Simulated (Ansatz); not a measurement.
**C2H5FOSi2: one species, many methods**

Aim: compute C2H5FOSi2 with functionals from several rungs and with coupled cluster, and see how far each lands from CCSD(T) at the basis-set limit for the atomisation energy.

Computed with Ansatz 0.2.0, Gaussian basis. Level: functionals in def2-TZVPP, the program's frozen cores in correlated methods.

The runs, in order: LDA (SPW92), PBE-D4, revPBE-D4, BLYP-D4, r2SCAN-D4, B97M-V, PBE0-D4, B3LYP-D4, r2SCANh-D4, r2SCAN0-D4, HSE06-D4, BHLYP-D4, CAM-B3LYP-D4, LC-ωPBE, ωB97X-V, ωB97M-V, B2PLYP, PBE-QIDH; CCSD(T)/def2-SVP; CCSD(T)/def2-TZVPP; MP2/def2-QZVPP; extrapolation to the limit; RPA on PBE.

## (1) The relaxed structure

An earlier PBE0-D4 in a triple-zeta def2 set relaxation fixed the geometry.

SMILES `FC1=C[SiH2]O[SiH2]1`, 11 atoms, charge 0, spin multiplicity 1.

Atoms are counted from 1 here; the program's logs count them from 0.

Bond lengths: F1–C2 1.342 Å, C2–C3 1.333 Å, C2–Si6 1.887 Å, C3–Si4 1.860 Å, C3–H7 1.087 Å, Si4–O5 1.659 Å, Si4–H8 1.484 Å, Si4–H9 1.484 Å, O5–Si6 1.648 Å, Si6–H10 1.483 Å, Si6–H11 1.483 Å. Angles: F1–C2–C3 122.6°, F1–C2–Si6 122.1°, C3–C2–Si6 115.3°, C2–C3–Si4 110.8°, C2–C3–H7 121.5°, Si4–C3–H7 127.8°, C3–Si4–O5 100.6°, C3–Si4–H8 113.1°, C3–Si4–H9 113.2°, O5–Si4–H8 110.5°, O5–Si4–H9 110.5°, H8–Si4–H9 108.8°, Si4–O5–Si6 115.6°, C2–Si6–O5 97.7°, C2–Si6–H10 112.7°, C2–Si6–H11 112.7°, O5–Si6–H10 111.9°, O5–Si6–H11 111.9° and more.

Coordinates:

```xyz
11
C2H5FOSi2
F     2.28386   -0.78111   -0.94862
C     1.11253   -0.39572   -0.41816
C     0.77477   -0.65864    0.84432
Si   -0.91183    0.02239    1.23098
O    -1.30809    0.70459   -0.22873
Si   -0.17384    0.55839   -1.41519
H     1.44121   -1.20277    1.50792
H    -0.89373    1.05368    2.29843
H    -1.89510   -1.02738    1.59771
H    -0.68491   -0.20992   -2.57590
H     0.32043    1.87957   -1.87227
```

## (2) LDA

This LDA is Slater exchange with PW92 correlation.

Contents of in.yaml:

```yaml
crystal:
  periodic: [false, false, false]
  atoms:
    - {symbol: F, position_ang: [2.283860, -0.781107, -0.948621]}
    - {symbol: C, position_ang: [1.112533, -0.395716, -0.418156]}
    - {symbol: C, position_ang: [0.774770, -0.658641, 0.844325]}
    - {symbol: Si, position_ang: [-0.911827, 0.022392, 1.230979]}
    - {symbol: O, position_ang: [-1.308092, 0.704594, -0.228725]}
    - {symbol: Si, position_ang: [-0.173837, 0.558395, -1.415193]}
    - {symbol: H, position_ang: [1.441207, -1.202766, 1.507921]}
    - {symbol: H, position_ang: [-0.893726, 1.053681, 2.298431]}
    - {symbol: H, position_ang: [-1.895103, -1.027380, 1.597715]}
    - {symbol: H, position_ang: [-0.684913, -0.209921, -2.575902]}
    - {symbol: H, position_ang: [0.320429, 1.879571, -1.872275]}
basis:
  gaussian: {orbitals: def2-TZVPP}
hamiltonian: {xc: lda}
output: {orbitals: {seedname: orbitals}}
```

Further steps of the session: PBE-D4 (GGA); revPBE-D4 (GGA); BLYP-D4 (GGA); r2SCAN-D4 (meta-GGA); B97M-V (meta-GGA); PBE0-D4 (hybrid); B3LYP-D4 (hybrid); r2SCANh-D4 (hybrid); r2SCAN0-D4 (hybrid); HSE06-D4 (hybrid); BHLYP-D4 (hybrid); CAM-B3LYP-D4 (range-separated); LC-ωPBE (range-separated); ωB97X-V (range-separated); ωB97M-V (range-separated); B2PLYP (double hybrid); PBE-QIDH (double hybrid); CCSD(T) in def2-SVP; CCSD(T) in def2-TZVPP; MP2 in def2-QZVPP; RPA on PBE orbitals.

Q: Predict the results of all the runs planned. Wanted: atomisation energy, CCSD(T)/CBS; farthest beyond LDA; mean size of error, GGA; mean size of error, meta-GGA; mean size of error, hybrid; mean size of error, range-separated; mean size of error, double hybrid; gap, smallest and largest; T1 diagnostic.

As calculated:

```
                               quantity                                                                          value
        atomisation energy, CCSD(T)/CBS                                                                  4344.6 kJ/mol
 functionals within 21.7 kJ/mol (0.5 %)  r2SCAN-D4, B97M-V, PBE0-D4, HSE06-D4, CAM-B3LYP-D4, LC-ωPBE, ωB97X-V, ωB97M-V
                    farthest beyond LDA                                                       BHLYP-D4 (-143.8 kJ/mol)
                mean size of error, GGA                                                                    45.4 kJ/mol
           mean size of error, meta-GGA                                                                     7.8 kJ/mol
             mean size of error, hybrid                                                                    48.0 kJ/mol
    mean size of error, range-separated                                                                    14.0 kJ/mol
      mean size of error, double hybrid                                                                    47.3 kJ/mol
              gap, smallest and largest                                      4.98 eV (LDA (SPW92)), 12.18 eV (LC-ωPBE)
                          T1 diagnostic                                                                         0.0129
triples share of the correlation energy                                                                          3.9 %
```

**Reading.** The LDA atomisation energy is off by 627.1 kJ/mol (14 %): it overbinds. PBE-D4 misses by +63.8 kJ/mol. Double hybrids carry the basis error of their MP2 part in triple zeta, and no dispersion term here, so their miss is partly the set-up's. The rungs meta-GGA, range-separated miss on average by less than the doubt on the reference (21.7 kJ/mol), so they tie. The reference freezes the cores and leaves out relativity and excitations past (T), so misses under about 21.7 kJ/mol can't be ranked. Hartree-Fock recovers 73 % of the binding; the rest is correlation. CCSD(T) in def2-SVP is off by -301.7 kJ/mol, which most functionals beat. The gap grows from 5.0 to 12.2 eV across the functionals, mostly with the share of exact exchange.
